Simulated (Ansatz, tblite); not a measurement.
# B15P15 wurtzite bond sphere (B15P15H34): one state, many levels

Aim: run the singlet of B15P15 wurtzite bond sphere (B15P15H34) at one geometry on many levels, and compare frontier levels, spin and run time.

Method: as each input shows; program: Ansatz 0.2.0, Gaussian basis.

Levels to be run: GFN1-xTB, GFN2-xTB, PBE-D4/def2-SVP, r2SCAN-D4/def2-SVP.

1 further run of the same task is left out (set aside as unsound or not needed). Runs told in other sessions of the task aren't counted.

### Step 1. The geometry

The geometry is that of the singlet, from an earlier relaxation (PBE-D4/def2-SVP).

64 atoms, charge 0, spin multiplicity 1.

Bond lengths: B1–P2 1.947 Å, B1–P3 1.987 Å, B1–P16 1.950 Å, B1–H31 1.219 Å, P2–B7 1.941 Å, P2–H32 1.425 Å, P2–H33 1.434 Å, P3–B4 1.959 Å, P3–B17 1.960 Å, P3–H34 1.425 Å, B4–P6 1.982 Å, B4–P9 1.969 Å, B4–H35 1.226 Å, B5–P6 1.958 Å, B5–P18 1.960 Å, B5–H36 1.230 Å, B5–H37 1.225 Å, P6–B11 1.950 Å and more. Angles: P2–B1–P3 106.6°, P2–B1–P16 106.1°, P2–B1–H31 110.3°, P3–B1–P16 107.5°, P3–B1–H31 114.0°, P16–B1–H31 111.9°, B1–P2–B7 113.5°, B1–P2–H32 110.2°, B1–P2–H33 111.4°, B7–P2–H32 110.4°, B7–P2–H33 110.1°, H32–P2–H33 100.4°, B1–P3–B4 111.7°, B1–P3–B17 112.0°, B1–P3–H34 103.8°, B4–P3–B17 111.7°, B4–P3–H34 109.0°, B17–P3–H34 108.2° and more.

PBE0-D4/def2-SVP was run before; its log isn't repeated, and its numbers join the tables.

### Step 2. GFN1-xTB

Tight binding, by tblite at 300 K electronic temperature and without a spin-polarisation term:

```python
tblite.interface.Calculator('GFN1-xTB', numbers, positions, charge=0, uhf=0).singlepoint()
```

Energy -2147.4151 eV, HOMO -9.63 eV, LUMO -6.29 eV; 0.62 s.

### Step 3. GFN2-xTB

Tight binding, by tblite at 300 K electronic temperature and without a spin-polarisation term:

```python
tblite.interface.Calculator('GFN2-xTB', numbers, positions, charge=0, uhf=0).singlepoint()
```

Energy -2012.0621 eV, HOMO -8.48 eV, LUMO -6.50 eV; 0.51 s.

### Step 4. PBE-D4/def2-SVP

start.molden holds the orbitals of an earlier run on this state, given as this run's starting guess.

Input file in.yaml:

```yaml
crystal:
  periodic: [false, false, false]
  atoms:
    - {symbol: B, position_ang: [0.819017, -3.283538, -2.312698]}
    - {symbol: P, position_ang: [-0.748838, -2.303684, -2.922436]}
    - {symbol: P, position_ang: [0.814056, -3.184849, -0.328040]}
    - {symbol: B, position_ang: [-0.807752, -2.321295, 0.350852]}
    - {symbol: B, position_ang: [0.807610, -3.298924, 3.004667]}
    - {symbol: P, position_ang: [-0.730229, -2.291907, 2.330870]}
    - {symbol: B, position_ang: [-0.804211, -0.465434, -2.301277]}
    - {symbol: P, position_ang: [-2.370628, 0.498226, -2.922360]}
    - {symbol: P, position_ang: [-0.791671, -0.458203, -0.287458]}
    - {symbol: B, position_ang: [-2.415183, 0.455849, 0.350944]}
    - {symbol: B, position_ang: [-0.789497, -0.457024, 2.987373]}
    - {symbol: P, position_ang: [-2.351021, 0.508418, 2.330963]}
    - {symbol: B, position_ang: [-2.439294, 2.345793, -2.312568]}
    - {symbol: P, position_ang: [-2.356171, 2.292299, -0.327906]}
    - {symbol: B, position_ang: [-2.458123, 2.343484, 3.004841]}
    - {symbol: P, position_ang: [2.365343, -2.278654, -2.946354]}
    - {symbol: B, position_ang: [2.434239, -2.330391, 0.369160]}
    - {symbol: P, position_ang: [2.350567, -2.283923, 2.349006]}
    - {symbol: B, position_ang: [2.432084, -0.444577, -2.304262]}
    - {symbol: P, position_ang: [0.811475, 0.469727, -2.913382]}
    - {symbol: P, position_ang: [2.368653, -0.494758, -0.321225]}
    - {symbol: B, position_ang: [0.818051, 0.473496, 0.368998]}
    - {symbol: B, position_ang: [2.452830, -0.444042, 2.997150]}
    - {symbol: P, position_ang: [0.831940, 0.481501, 2.375432]}
    - {symbol: B, position_ang: [0.825914, 2.330391, -2.304210]}
    - {symbol: P, position_ang: [-0.797707, 3.186080, -2.946255]}
    - {symbol: P, position_ang: [0.750815, 2.300355, -0.321176]}
    - {symbol: B, position_ang: [-0.808206, 3.271558, 0.369257]}
    - {symbol: B, position_ang: [0.836822, 2.347999, 2.997201]}
    - {symbol: P, position_ang: [-0.809496, 3.175850, 2.349107]}
    - {symbol: H, position_ang: [0.803662, -4.420253, -2.752135]}
    - {symbol: H, position_ang: [-1.937834, -2.991908, -2.543276]}
    - {symbol: H, position_ang: [-0.869151, -2.345393, -4.350952]}
    - {symbol: H, position_ang: [0.818868, -4.550247, 0.081087]}
    - {symbol: H, position_ang: [-1.815375, -2.875968, -0.072639]}
    - {symbol: H, position_ang: [0.797961, -4.437604, 2.540810]}
    - {symbol: H, position_ang: [0.793944, -3.248991, 4.228279]}
    - {symbol: H, position_ang: [-1.932603, -2.957494, 2.732425]}
    - {symbol: H, position_ang: [-3.559618, -0.189987, -2.543159]}
    - {symbol: H, position_ang: [-2.466788, 0.414711, -4.350872]}
    - {symbol: H, position_ang: [-3.398061, -0.141595, -0.072519]}
    - {symbol: H, position_ang: [-0.785893, -0.455022, 4.209858]}
    - {symbol: H, position_ang: [-3.527098, -0.202584, 2.732556]}
    - {symbol: H, position_ang: [-3.432597, 2.898708, -2.751996]}
    - {symbol: H, position_ang: [-3.537716, 2.976584, 0.081269]}
    - {symbol: H, position_ang: [-3.450341, 2.902332, 2.541119]}
    - {symbol: H, position_ang: [-2.421505, 2.306657, 4.228446]}
    - {symbol: H, position_ang: [2.442786, -2.322503, -4.375532]}
    - {symbol: H, position_ang: [3.551126, -2.987202, -2.599564]}
    - {symbol: H, position_ang: [3.433552, -2.892140, -0.063032]}
    - {symbol: H, position_ang: [3.528391, -2.994557, 2.741606]}
    - {symbol: H, position_ang: [3.406221, 0.145152, -2.740933]}
    - {symbol: H, position_ang: [0.798136, 0.462034, -4.351305]}
    - {symbol: H, position_ang: [3.549012, 0.183811, 0.101037]}
    - {symbol: H, position_ang: [2.405553, -0.454561, 4.221244]}
    - {symbol: H, position_ang: [3.443967, 0.122021, 2.539252]}
    - {symbol: H, position_ang: [1.822491, 2.881352, -2.740880]}
    - {symbol: H, position_ang: [-0.797192, 3.275051, -4.375435]}
    - {symbol: H, position_ang: [-0.821444, 4.567229, -2.599487]}
    - {symbol: H, position_ang: [1.927157, 2.985858, 0.101100]}
    - {symbol: H, position_ang: [-0.797554, 4.417888, -0.062942]}
    - {symbol: H, position_ang: [0.804152, 2.312214, 4.221294]}
    - {symbol: H, position_ang: [1.821382, 2.925438, 2.539321]}
    - {symbol: H, position_ang: [-0.838968, 4.551126, 2.741730]}
basis:
  gaussian: {orbitals: def2-SVP, fitting: {mean_field: def2-universal-jkfit}, initial_orbitals: start.molden}
hamiltonian: {xc: pbe, dispersion: d4}
scf: {omitted_lower_state_checks: [starts]}
output: {orbitals: {seedname: orbitals}}
```

Launch:

```console
$ ansatz run in.yaml --threads 5 --pin off --events-out ev --progress --plain --max-ram 66560MiB --backend cuda --devices 0, --max-vram 37GiB
```

The log of the run:

```text
Functional definition: PBE
  name "PBE"
  cite "Perdew, Burke & Ernzerhof, Phys. Rev. Lett. 77, 3865 (1996) doi:10.1103/PhysRevLett.77.3865"
  parent pbe
  parameter kappa = 0.804
  parameter beta = 0.06672455060314922
  exchange = pbe_x(kappa = kappa, mu = beta*pi^2/3)
  correlation = pbe_c(beta = beta)
these checks for a lower state are left out or cut short: starts
3657 factors; integrals over basis functions are off by at most 3.0e-1 eV
mean field evaluation 1: about -149911.5700 eV, gradient 1.6e1 eV
mean field evaluation 2: about -149912.0629 eV, gradient 4.7e-1 eV
mean field evaluation 4: about -149912.0607 eV, gradient 2.0e-3 eV
mean field -149912.06074105 eV, -5509.1666181891 hartree, gradient 1.4e-5 eV, S^2 0.000000; 0 other end points of the search recorded, 0 dependent functions left out
reference -149912.06082652 eV, -5509.1666213301 hartree; 167, 167 occupied and 483, 483 virtual orbitals, 3657 factors
Total energy: -149917.76091121 eV, -5509.3760955789 hartree
Checks for a lower state left out: starts
```

Wall time 16 s (1 × H100 (card shared with other runs) with 5 threads of AMD EPYC 7R13, shared host); peak host memory 1.1 GiB.

HOMO -5.01 eV, LUMO -2.15 eV.

### Step 5. r2SCAN-D4/def2-SVP

in.yaml: that of step 4 with these lines changed.

```diff
@@ -69,4 +69,4 @@
   gaussian: {orbitals: def2-SVP, fitting: {mean_field: def2-universal-jkfit}, initial_orbitals: start.molden}
-hamiltonian: {xc: pbe, dispersion: d4}
+hamiltonian: {xc: r2scan, dispersion: d4}
 scf: {omitted_lower_state_checks: [starts]}
-output: {orbitals: {seedname: orbitals}}
+output: {forces: true, orbitals: {seedname: orbitals}}
```

Same command.

The log of the run, cut to the lines that bear on the results:

```text
Functional definition: r2SCAN
  name "r2SCAN"
  cite "Furness, Kaplan, Ning, Perdew & Sun, J. Phys. Chem. Lett. 11, 8208 (2020) doi:10.1021/acs.jpclett.0c02405"
  cite "Furness, Kaplan, Ning, Perdew & Sun, J. Phys. Chem. Lett. 11, 9248 (2020) doi:10.1021/acs.jpclett.0c03077"
  parent r2scan
[...]
3657 factors; integrals over basis functions are off by at most 3.0e-1 eV
[...]
mean field -149978.92020632 eV, -5511.6236582189 hartree, gradient 1.2e-5 eV, S^2 0.000000; 0 other end points of the search recorded, 0 dependent functions left out
[...]
reference -149978.92023213 eV, -5511.6236591672 hartree; 167, 167 occupied and 483, 483 virtual orbitals, 3657 factors
Total energy: -149980.61881270 eV, -5511.6860808522 hartree
Atom 0 at     0.819017    -3.283538    -2.312698 Å, force     0.002975    -0.126303    -0.047286 eV/Å
[...]
Atom 55 at     3.443967     0.122021     2.539252 Å, force    -0.123963    -0.072988     0.061003 eV/Å
Atom 56 at     1.822491     2.881352    -2.740880 Å, force    -0.127415    -0.066566     0.058725 eV/Å
Atom 57 at    -0.797192     3.275051    -4.375435 Å, force     0.000938    -0.018146     0.206969 eV/Å
Atom 58 at    -0.821444     4.567229    -2.599487 Å, force     0.004608    -0.207261    -0.053335 eV/Å
Atom 59 at     1.927157     2.985858     0.101100 Å, force    -0.160992    -0.093260    -0.062644 eV/Å
Atom 60 at    -0.797554     4.417888    -0.062942 Å, force    -0.003289    -0.140653     0.057270 eV/Å
Atom 61 at     0.804152     2.312214     4.221294 Å, force     0.006919     0.009602    -0.152824 eV/Å
Atom 62 at     1.821382     2.925438     2.539321 Å, force    -0.125041    -0.071116     0.060977 eV/Å
Atom 63 at    -0.838968     4.551126     2.741730 Å, force     0.006092    -0.192543    -0.049954 eV/Å
Dipole moment:    -0.520120    -0.300956    -4.277717 e Å
Checks for a lower state left out: starts
```

Run time: 18 s. Hardware: 1 × H100 (card shared with other runs) with 5 threads of AMD EPYC 7R13, shared host; peak host memory 1.3 GiB.

HOMO -5.22 eV, LUMO -1.97 eV.

### Step 6. Levels side by side

```csv
level,functions,HOMO (eV),LUMO (eV),gap (eV),time
PBE-D4/def2-SVP,650,-5.01,-2.15,2.86,16 s
r2SCAN-D4/def2-SVP,650,-5.22,-1.97,3.25,18 s
PBE0-D4/def2-SVP,650,-6.00,-1.39,4.61,18 s
```

### Step 7. Binding energy

Free atoms were run apart at each level; binding is atoms less cluster, divided by the number of atoms, without zero-point or spin-orbit terms.

| level | binding an atom (eV) |
| --- | --- |
| PBE-D4/def2-SVP | 3.776 |
| r2SCAN-D4/def2-SVP | 3.706 |
| PBE0-D4/def2-SVP | 3.747 |

### Step 8. Summary of results

| quantity | value |
| --- | --- |
| gap in def2-SVP, named functionals, smallest and largest | 2.86 eV (PBE-D4), 4.61 eV (PBE0-D4) |
| binding an atom, functionals in def2-SVP | 3.71 (r2SCAN-D4) to 3.78 eV (PBE-D4) |

Over the named functionals in def2-SVP the gap runs from 2.86 eV (PBE-D4) to 4.61 eV (PBE0-D4); exact exchange widens it.

The slowest run with a step of its own, r2SCAN-D4/def2-SVP, took 18 s; the quickest functional in def2-SVP took 16 s (shared host).
